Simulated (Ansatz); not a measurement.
**GeH3Br + H2S: a complex and its separated parts**

Aim: how far the complex at one end of a reaction step lies below its separated, relaxed parts, level by level.

The runs use Ansatz 0.2.0, Gaussian basis; PBE0-D4/def2-TZVP structures, single points in def2-TZVPP, no counterpoise correction.

Levels: SPW92, PBE-D4, BLYP-D4, r2SCAN-D4, B97M-V, PBE0-D4, B3LYP-D4, r2SCAN0-D4, BHLYP-D4, CAM-B3LYP-D4, wB97X-V, wB97M-V, B2PLYP, PBE-QIDH, RPA on PBE, Hartree-Fock, MP2, CCSD, CCSD(T).

Cores are frozen in the correlated methods. Filled d shells of the heavier atoms are correlated. B3LYP uses VWN-RPA correlation. B2PLYP carries no dispersion term here.

20 further runs of the same task are left out: 20 set aside as unsound or not needed.

**1. The starting structure**

The complex: 8 atoms, charge 0, spin multiplicity 1.

Atoms are counted from 1 here; the program's logs count them from 0.

Bond lengths: Ge1–Br2 2.320 Å, Ge1–H3 1.529 Å, Ge1–H4 1.533 Å, Ge1–H5 1.529 Å, H6–S7 1.344 Å, S7–H8 1.342 Å. Angles: Br2–Ge1–H3 107.1°, Br2–Ge1–H4 105.9°, Br2–Ge1–H5 107.1°, H3–Ge1–H4 111.9°, H3–Ge1–H5 112.6°, H4–Ge1–H5 111.8°, H6–S7–H8 92.2°.

Coordinates:

```xyz
8
charge 0, multiplicity 1
Ge   -0.22756    0.52795   -1.33448
Br    1.33839    1.67941   -0.06864
H     0.34766   -0.86216   -1.60669
H    -0.40135    1.33825   -2.62401
H    -1.51877    0.48004   -0.51616
H     1.01824   -0.64925    1.70164
S     0.14693   -1.65438    1.89044
H    -0.70353   -0.85986    2.55792
```

Its parts: GeH3Br holds atoms 1, 2, 3, 4, 5; H2S holds atoms 6, 7, 8. Each part counts its atoms afresh in its own runs.

**2. Relaxing GeH3Br alone**

File relax-a/in.yaml:

```yaml
crystal:
  periodic: [false, false, false]
  atoms:
    - {symbol: Ge, position_ang: [-0.227561, 0.527949, -1.334482]}
    - {symbol: Br, position_ang: [1.338389, 1.679406, -0.068642]}
    - {symbol: H, position_ang: [0.347661, -0.862161, -1.606688]}
    - {symbol: H, position_ang: [-0.401349, 1.338253, -2.624014]}
    - {symbol: H, position_ang: [-1.518769, 0.480039, -0.516165]}
basis:
  gaussian: {orbitals: def2-TZVP}
hamiltonian: {xc: pbe0, dispersion: d4}
relax: {f_tol: 0.005, max_steps: 200}
```

No record of the launch command was kept for these runs.

Standard output, shortened:

```text
Functional definition: PBE0
  name "PBE0"
  cite "Adamo & Barone, J. Chem. Phys. 110, 6158 (1999) doi:10.1063/1.478522"
  cite "Perdew, Burke & Ernzerhof, Phys. Rev. Lett. 77, 3865 (1996) doi:10.1103/PhysRevLett.77.3865"
  parent pbe
[...]
946 factors; their error is unknown
[...]
mean field -126599.07513429 eV, -4652.4301992501 hartree, gradient 1.6e-5 eV, S^2 0.000000; 0 other end points of the search recorded, 0 dependent functions left out
[...]
reference -126599.07516038 eV, -4652.4302002087 hartree; 35, 35 occupied and 79, 79 virtual orbitals, 946 factors
relax step   1: F+E_penalty+E_count = -126599.14247277 eV  Δ(F+E_penalty+E_count) = +0.000e0 eV  max|allowed force component| = 1.970e-1 eV/Å  Δτ_max = 0.0000 Å  (24 SCF iters, accepted)
[...]
relax step   3: F+E_penalty+E_count = -126599.14434658 eV  Δ(F+E_penalty+E_count) = -2.259e-4 eV  max|allowed force component| = 1.161e-2 eV/Å  Δτ_max = 0.0084 Å  (28 SCF iters, accepted)
[...]
relax step   4: F+E_penalty+E_count = -126599.14436006 eV  Δ(F+E_penalty+E_count) = -1.348e-5 eV  max|allowed force component| = 8.718e-4 eV/Å  Δτ_max = 0.0014 Å  (28 SCF iters, accepted)
946 factors; their error is unknown
mean field -126599.07699693 eV, -4652.4302677007 hartree, gradient 2.3e-5 eV, S^2 0.000000; 1 other end points of the search recorded, 0 dependent functions left out
[...]
reference -126599.07702301 eV, -4652.4302686593 hartree; 35, 35 occupied and 79, 79 virtual orbitals, 946 factors
Total energy: -126599.14438614 eV, -4652.4327442087 hartree
Atom 0 at    -0.220704     0.539287    -1.334793 Å, force     0.000633     0.000784     0.000225 eV/Å
Atom 1 at     1.337678     1.673010    -0.062516 Å, force    -0.000243    -0.000191    -0.000192 eV/Å
Atom 2 at     0.344920    -0.858302    -1.603899 Å, force     0.000321    -0.000872    -0.000033 eV/Å
Atom 3 at    -0.409304     1.331851    -2.631683 Å, force    -0.000024     0.000408    -0.000552 eV/Å
Atom 4 at    -1.514219     0.477640    -0.517099 Å, force    -0.000687    -0.000129     0.000551 eV/Å
Dipole moment:    -0.266406    -0.193825    -0.217484 e Å
```

It took 6 s on 4 threads, shared host; peak memory 0.24 GiB.

Along the way:

| step | energy from step 1 (eV) | largest force component (eV/Å) |
| --- | --- | --- |
| 1 | 0.0000 | 0.1970 |
| 2 | -0.0016 | 0.0257 |
| 3 | -0.0019 | 0.0116 |
| 4 | -0.0019 | 0.0009 |

Distances of close pairs at the start and the end, largest changes first:

| bond | before (Å) | after (Å) | change (Å) |
| --- | --- | --- | --- |
| Ge1–Br2 | 2.320 | 2.309 | -0.010 |
| Ge1–H3 | 1.529 | 1.532 | +0.003 |
| Ge1–H5 | 1.529 | 1.532 | +0.002 |
| Ge1–H4 | 1.533 | 1.532 | -0.001 |

**3. Relaxing H2S alone**

File relax-b/in.yaml:

```yaml
crystal:
  periodic: [false, false, false]
  atoms:
    - {symbol: H, position_ang: [1.018236, -0.649246, 1.701636]}
    - {symbol: S, position_ang: [0.146926, -1.654376, 1.890439]}
    - {symbol: H, position_ang: [-0.703534, -0.859865, 2.557916]}
basis:
  gaussian: {orbitals: def2-TZVP}
hamiltonian: {xc: pbe0, dispersion: d4}
relax: {f_tol: 0.005, max_steps: 200}
```

Standard output, shortened:

```text
[... 5 set-up lines as earlier in the session ...]
[...]
359 factors; their error is unknown
[...]
mean field -10864.45038396 eV, -399.2611874215 hartree, gradient 4.2e-5 eV, S^2 0.000000; 0 other end points of the search recorded, 0 dependent functions left out
[...]
reference -10864.45040048 eV, -399.2611880286 hartree; 9, 9 occupied and 40, 40 virtual orbitals, 359 factors
relax step   1: F+E_penalty+E_count = -10864.46256629 eV  Δ(F+E_penalty+E_count) = +0.000e0 eV  max|allowed force component| = 5.768e-2 eV/Å  Δτ_max = 0.0000 Å  (22 SCF iters, accepted)
[...]
relax step   2: F+E_penalty+E_count = -10864.46263256 eV  Δ(F+E_penalty+E_count) = -6.627e-5 eV  max|allowed force component| = 1.832e-2 eV/Å  Δτ_max = 0.0012 Å  (19 SCF iters, accepted)
[...]
relax step   3: F+E_penalty+E_count = -10864.46264265 eV  Δ(F+E_penalty+E_count) = -1.009e-5 eV  max|allowed force component| = 1.090e-3 eV/Å  Δτ_max = 0.0007 Å  (17 SCF iters, accepted)
359 factors; their error is unknown
[...]
mean field -10864.45046310 eV, -399.2611903300 hartree, gradient 6.8e-5 eV, S^2 0.000000; 1 other end points of the search recorded, 0 dependent functions left out
[...]
reference -10864.45047961 eV, -399.2611909367 hartree; 9, 9 occupied and 40, 40 virtual orbitals, 359 factors
Total energy: -10864.46265916 eV, -399.2616385267 hartree
Atom 0 at     1.018060    -0.650223     1.701464 Å, force     0.001090     0.000634    -0.000406 eV/Å
Atom 1 at     0.147541    -1.653015     1.890483 Å, force    -0.000463    -0.000583     0.000087 eV/Å
Atom 2 at    -0.703973    -0.860249     2.558045 Å, force    -0.000628    -0.000051     0.000319 eV/Å
Dipole moment:     0.002478     0.233851     0.062323 e Å
```

It took 0.65 s on 4 threads, shared host.

The steps of the relaxation:

| step | energy from step 1 (eV) | largest force component (eV/Å) |
| --- | --- | --- |
| 1 | 0.0000 | 0.0577 |
| 2 | -0.0001 | 0.0183 |
| 3 | -0.0001 | 0.0011 |

Distances of close pairs at the start and the end, largest changes first:

| bond | before (Å) | after (Å) | change (Å) |
| --- | --- | --- | --- |
| H1–S2 | 1.344 | 1.341 | -0.002 |
| S2–H3 | 1.342 | 1.341 | -0.000 |

**4. wB97M-V/def2-TZVPP**

File parta/in.yaml:

```yaml
crystal:
  periodic: [false, false, false]
  atoms:
    - {symbol: Ge, position_ang: [-0.220704, 0.539287, -1.334793]}
    - {symbol: Br, position_ang: [1.337678, 1.673010, -0.062516]}
    - {symbol: H, position_ang: [0.344920, -0.858302, -1.603899]}
    - {symbol: H, position_ang: [-0.409304, 1.331851, -2.631683]}
    - {symbol: H, position_ang: [-1.514219, 0.477640, -0.517099]}
basis:
  gaussian: {orbitals: def2-TZVPP}
hamiltonian: {xc: {name: wB97M-V}}
```

File partb/in.yaml:

```yaml
crystal:
  periodic: [false, false, false]
  atoms:
    - {symbol: H, position_ang: [1.018060, -0.650223, 1.701464]}
    - {symbol: S, position_ang: [0.147541, -1.653015, 1.890483]}
    - {symbol: H, position_ang: [-0.703973, -0.860249, 2.558045]}
basis:
  gaussian: {orbitals: def2-TZVPP}
hamiltonian: {xc: {name: wB97M-V}}
```

Output in parta, shortened:

```text
Functional definition: wB97M-V
  name "wB97M-V"
  cite "Mardirossian & Head-Gordon, J. Chem. Phys. 144, 214110 (2016) doi:10.1063/1.4952647"
  cite "Becke, J. Chem. Phys. 107, 8554 (1997) doi:10.1063/1.475007"
  cite "Vydrov & Van Voorhis, J. Chem. Phys. 133, 244103 (2010) doi:10.1063/1.3521275"
  # Of w^i u^j: cxij and so on, Table III.
[...]
  gx(w, u) = 1 - cx + cx01*u + cx10*w
  gss(w, u) = css00 + css04*u^4 + css10*w + css20*w^2 + css43*w^4*u^3
  gos(w, u) = cos00 + cos10*w + (cos20 + cos21*u)*w^2 + (cos60 + cos61*u)*w^6
[...]
      + integral(e_c_pw_mod_opposite_spin*gos(b97_w_opposite, b97_u_opposite)) + vv10(b, c)
971 factors; their error is unknown
175 factors; integrals over basis functions are off by at most 3.9e-5 eV
[...]
mean field -126606.99582972 eV, -4652.7212794382 hartree, gradient 5.4e-5 eV, S^2 0.000000; 0 other end points of the search recorded, 0 dependent functions left out
reference -126606.99586800 eV, -4652.7212808448 hartree; 35, 35 occupied and 103, 103 virtual orbitals, 971 factors
Total energy: -126606.99586800 eV, -4652.7212808448 hartree
```

Output in partb, shortened:

```text
[... 5 set-up lines as earlier in the session ...]
  # Of w^i u^j: cxij and so on, Table III.
[...]
  gx(w, u) = 1 - cx + cx01*u + cx10*w
  gss(w, u) = css00 + css04*u^4 + css10*w + css20*w^2 + css43*w^4*u^3
  gos(w, u) = cos00 + cos10*w + (cos20 + cos21*u)*w^2 + (cos60 + cos61*u)*w^6
[...]
      + integral(e_c_pw_mod_opposite_spin*gos(b97_w_opposite, b97_u_opposite)) + vv10(b, c)
409 factors; their error is unknown
87 factors; integrals over basis functions are off by at most 4.4e-5 eV
[...]
mean field -10867.51057363 eV, -399.3736473176 hartree, gradient 7.8e-6 eV, S^2 0.000000; 0 other end points of the search recorded, 0 dependent functions left out
reference -10867.51060180 eV, -399.3736483529 hartree; 9, 9 occupied and 61, 61 virtual orbitals, 409 factors
Total energy: -10867.51060180 eV, -399.3736483529 hartree
```

Times: 3.8 s (parta), 0.65 s (partb) on 4 threads, shared host; peak memory 0.41 GiB.

**5. CCSD(T)/def2-TZVPP**

The same edit goes into each in.yaml of step 4 (parta, partb):

```diff
-hamiltonian: {xc: {name: wB97M-V}}
+correlation: {method: ccsd_t}
```

Output in parta, shortened:

```text
Functional definition: HF
  name "HF"
  cite "Fock, Z. Phys. 61, 126 (1930) doi:10.1007/BF01340294"
[... 1 set-up line as earlier in the session ...]
[...]
872 factors; integrals over basis functions are off by at most 7.3e-4 eV
[...]
mean field -126521.20886954 eV, -4649.5686668000 hartree, gradient 3.4e-6 eV, S^2 0.000000; 0 other end points of the search recorded, 0 dependent functions left out
18 core orbitals not correlated: weight in the atoms' cores, before any rotation towards them, 1.000 or more for the frozen orbitals, at most 0.000 for the correlated occupied ones
reference -126521.20886954 eV, -4649.5686668000 hartree; 17, 17 occupied and 103, 103 virtual orbitals, 872 factors
second order -14.65533424 eV of doubles, -0.00000000 eV of singles
cycle   1  -14.66823043 eV  change   -1.3e-2 eV  update   8.1e-2
[...]
cycle   8  -15.14696224 eV  change   -2.7e-5 eV  update   1.9e-5
perturbative correction -0.49662861 eV, -0.0182507648 hartree
Total energy: -126536.85246038 eV, -4650.1435581599 hartree
```

Output in partb, shortened:

```text
[... 4 set-up lines as earlier in the session ...]
[...]
386 factors; integrals over basis functions are off by at most 1.0e-3 eV
[...]
mean field -10849.38780691 eV, -398.7076479246 hartree, gradient 1.3e-6 eV, S^2 0.000000; 0 other end points of the search recorded, 0 dependent functions left out
5 core orbitals not correlated: weight in the atoms' cores, before any rotation towards them, 1.000 or more for the frozen orbitals, at most 0.000 for the correlated occupied ones
reference -10849.38780691 eV, -398.7076479246 hartree; 4, 4 occupied and 61, 61 virtual orbitals, 386 factors
second order -5.20092193 eV of doubles, -0.00000000 eV of singles
cycle   1  -5.68438868 eV  change   -4.8e-1 eV  update   4.9e-2
[...]
cycle   8  -5.86289606 eV  change    3.1e-6 eV  update   5.9e-6
perturbative correction -0.21792611 eV, -0.0080086368 hartree
Total energy: -10855.46862908 eV, -398.9311140178 hartree
```

They took 13 s (parta), 0.3 s (partb) on 4 threads, shared host; peak memory 0.78 GiB.

**6. Vibrations of GeH3Br**

File vib-parta/in.yaml:

```yaml
crystal:
  periodic: [false, false, false]
  atoms:
    - {symbol: Ge, position_ang: [-0.220704, 0.539287, -1.334793]}
    - {symbol: Br, position_ang: [1.337678, 1.673010, -0.062516]}
    - {symbol: H, position_ang: [0.344920, -0.858302, -1.603899]}
    - {symbol: H, position_ang: [-0.409304, 1.331851, -2.631683]}
    - {symbol: H, position_ang: [-1.514219, 0.477640, -0.517099]}
basis:
  gaussian: {orbitals: def2-TZVP}
hamiltonian: {xc: pbe0, dispersion: d4}
phonons: {temperatures: {t_min: 298.15, t_max: 900, t_step: 200}}
```

Standard output, shortened:

```text
[... 5 set-up lines as earlier in the session ...]
[...]
946 factors; their error is unknown
[...]
mean field -126599.07699689 eV, -4652.4302676991 hartree, gradient 6.3e-5 eV, S^2 0.000000; 0 other end points of the search recorded, 0 dependent functions left out
[...]
reference -126599.07702297 eV, -4652.4302686578 hartree; 35, 35 occupied and 79, 79 virtual orbitals, 946 factors
[... from here to the last solve, the lines of the solves are left out (29 solves) ...]
946 factors; their error is unknown
[...]
mean field -126599.07697526 eV, -4652.4302669044 hartree, gradient 2.6e-6 eV, S^2 0.000000; 0 other end points of the search recorded, 0 dependent functions left out
[...]
reference -126599.07700135 eV, -4652.4302678630 hartree; 35, 35 occupied and 79, 79 virtual orbitals, 946 factors
Total energy: -126599.14438611 eV, -4652.4327442073 hartree
Atom 0 at    -0.220704     0.539287    -1.334793 Å, force     0.000634     0.000781     0.000219 eV/Å
Atom 1 at     1.337678     1.673010    -0.062516 Å, force    -0.000239    -0.000187    -0.000190 eV/Å
Atom 2 at     0.344920    -0.858302    -1.603899 Å, force     0.000323    -0.000870    -0.000037 eV/Å
Atom 3 at    -0.409304     1.331851    -2.631683 Å, force    -0.000020     0.000404    -0.000549 eV/Å
Atom 4 at    -1.514219     0.477640    -0.517099 Å, force    -0.000698    -0.000128     0.000558 eV/Å
Dipole moment:    -0.266407    -0.193823    -0.217483 e Å
Vibrations: 308.93 571.77 571.77 832.72 870.03 870.12 2176.78 2189.28 2189.34 cm⁻¹, zero-point energy 0.655922 eV
```

Wall time 27 s (4 threads, shared host); peak memory 0.24 GiB.

The modes, with what each moves most:

| mode | wavenumber (cm⁻¹) | character |
| --- | --- | --- |
| 1 | 309 | Ge–Br stretch |
| 2 | 572 | bend |
| 3 | 572 | bend |
| 4 | 833 | bend |
| 5 | 870 | bend |
| 6 | 870 | bend |
| 7 | 2177 | Ge–H stretch |
| 8 | 2189 | Ge–H stretch |
| 9 | 2189 | Ge–H stretch |

Vibrational sums (real modes only):

| T (K) | entropy (J/mol/K) | heat capacity (J/mol/K) |
| --- | --- | --- |
| 298 | 12.0 | 23.2 |
| 498 | 27.8 | 38.2 |
| 698 | 42.3 | 47.9 |
| 898 | 55.3 | 54.8 |

**7. Vibrations of H2S**

File vib-partb/in.yaml:

```yaml
crystal:
  periodic: [false, false, false]
  atoms:
    - {symbol: H, position_ang: [1.018060, -0.650223, 1.701464]}
    - {symbol: S, position_ang: [0.147541, -1.653015, 1.890483]}
    - {symbol: H, position_ang: [-0.703973, -0.860249, 2.558045]}
basis:
  gaussian: {orbitals: def2-TZVP}
hamiltonian: {xc: pbe0, dispersion: d4}
phonons: {temperatures: {t_min: 298.15, t_max: 900, t_step: 200}}
```

Standard output, shortened:

```text
[... 5 set-up lines as earlier in the session ...]
[...]
359 factors; their error is unknown
[...]
mean field -10864.45046306 eV, -399.2611903284 hartree, gradient 4.8e-5 eV, S^2 0.000000; 0 other end points of the search recorded, 0 dependent functions left out
[...]
reference -10864.45047957 eV, -399.2611909351 hartree; 9, 9 occupied and 40, 40 virtual orbitals, 359 factors
[...]
359 factors; their error is unknown
[...]
mean field -10864.45042560 eV, -399.2611889517 hartree, gradient 2.5e-6 eV, S^2 0.000000; 0 other end points of the search recorded, 0 dependent functions left out
[...]
reference -10864.45044211 eV, -399.2611895585 hartree; 9, 9 occupied and 40, 40 virtual orbitals, 359 factors
[...]
reference -10864.45046067 eV, -399.2611902407 hartree; 9, 9 occupied and 40, 40 virtual orbitals, 359 factors
[...]
359 factors; their error is unknown
[...]
mean field -10864.45044678 eV, -399.2611897300 hartree, gradient 2.2e-6 eV, S^2 0.000000; 0 other end points of the search recorded, 0 dependent functions left out
[...]
reference -10864.45046328 eV, -399.2611903366 hartree; 9, 9 occupied and 40, 40 virtual orbitals, 359 factors
Total energy: -10864.46265911 eV, -399.2616385251 hartree
Atom 0 at     1.018060    -0.650223     1.701464 Å, force     0.001091     0.000637    -0.000405 eV/Å
Atom 1 at     0.147541    -1.653015     1.890483 Å, force    -0.000455    -0.000595     0.000080 eV/Å
Atom 2 at    -0.703973    -0.860249     2.558045 Å, force    -0.000635    -0.000042     0.000326 eV/Å
Dipole moment:     0.002477     0.233849     0.062323 e Å
Vibrations: 1209.02 2724.57 2739.86 cm⁻¹, zero-point energy 0.413701 eV
```

Run time: 1.4 s. Hardware: 4 threads, shared host.

Wavenumbers and character of the modes:

| mode | wavenumber (cm⁻¹) | character |
| --- | --- | --- |
| 1 | 1209 | bend |
| 2 | 2725 | S–H stretch |
| 3 | 2740 | S–H stretch |

Vibrational sums (real modes only):

| T (K) | entropy (J/mol/K) | heat capacity (J/mol/K) |
| --- | --- | --- |
| 298 | 0.2 | 0.8 |
| 498 | 1.2 | 3.7 |
| 698 | 3.0 | 7.0 |
| 898 | 5.1 | 10.2 |

**8. Complex less separated parts**

The complex's own energies come from single points at the same levels. Levels not printed above were run the same way.

Rows are in def2-TZVPP; times add the 3 runs of a level on a shared host, so small differences are noise.

Differences are taken before rounding.

| method | rung | complex less parts (eV) | from CCSD(T) (eV) | time |
| --- | --- | --- | --- | --- |
| SPW92 | LDA | -0.188 | -0.087 | 1.6 s |
| PBE-D4 | GGA | -0.142 | -0.041 | 2.7 s |
| BLYP-D4 | GGA | -0.132 | -0.031 | 2.8 s |
| r2SCAN-D4 | meta-GGA | -0.112 | -0.011 | 5.8 s |
| B97M-V | meta-GGA | -0.118 | -0.017 | 12 s |
| PBE0-D4 | hybrid | -0.131 | -0.030 | 4.5 s |
| B3LYP-D4 | hybrid | -0.130 | -0.029 | 4.1 s |
| r2SCAN0-D4 | hybrid | -0.113 | -0.013 | 7.3 s |
| BHLYP-D4 | hybrid | -0.133 | -0.032 | 3.9 s |
| CAM-B3LYP-D4 | range-separated hybrid | -0.120 | -0.019 | 4.4 s |
| wB97X-V | range-separated hybrid | -0.116 | -0.016 | 11 s |
| wB97M-V | range-separated hybrid | -0.122 | -0.021 | 13 s |
| B2PLYP | double hybrid | -0.061 | +0.040 | 6.9 s |
| PBE-QIDH | double hybrid | -0.090 | +0.011 | 7 s |
| RPA on PBE | RPA | -0.077 | +0.024 | 5.5 s |
| Hartree-Fock | wavefunction | 0.012 | +0.113 |  |
| MP2 | wavefunction | -0.118 | -0.017 |  |
| CCSD | wavefunction | -0.084 | +0.017 |  |
| CCSD(T) | wavefunction | -0.101 | 0 | 2.1 min |

Among the levels timed on like hardware and quicker than the yardstick, those that no quicker one beats, quickest first: SPW92 (1.6 s, -0.087 eV); PBE-D4 (2.7 s, -0.041 eV); BLYP-D4 (2.8 s, -0.031 eV); B3LYP-D4 (4.1 s, -0.029 eV); CAM-B3LYP-D4 (4.4 s, -0.019 eV); r2SCAN-D4 (5.8 s, -0.011 eV); PBE-QIDH (7 s, +0.011 eV).

PBE-QIDH reaches 0.011 eV from the reference in 7 s, where CCSD(T) took 2.1 min; the quickest level in the cost chart, SPW92, takes 1.6 s and misses by 0.087 eV.

The complex's zero-point energy, from a separate PBE0-D4 run, is 1.105 eV.

**9. Results**

```
                              quantity      value
complex less parts, CCSD(T)/def2-TZVPP  -0.101 eV
                with zero-point energy  -0.065 eV
                 largest T1 diagnostic      0.010
```

What this shows: At CCSD(T) the complex lies 0.101 eV below its parts. PBE-QIDH is the best functional here (+0.011 eV from CCSD(T)); SPW92 is the worst (-0.087 eV). r2SCAN-D4 is as near within the digits shown. Mean unsigned error by rung: LDA 0.087, GGA 0.036, meta-GGA 0.014, hybrid 0.026, range-separated hybrid 0.019, double hybrid 0.025 eV. PBE-D4 gives a relative energy 0.041 eV too low, an error of 41 % of the reference. No counterpoise was applied, and triple zeta lacks some correlation, so the CCSD(T) reference has a basis error of its own, and close matches with it are partly luck.
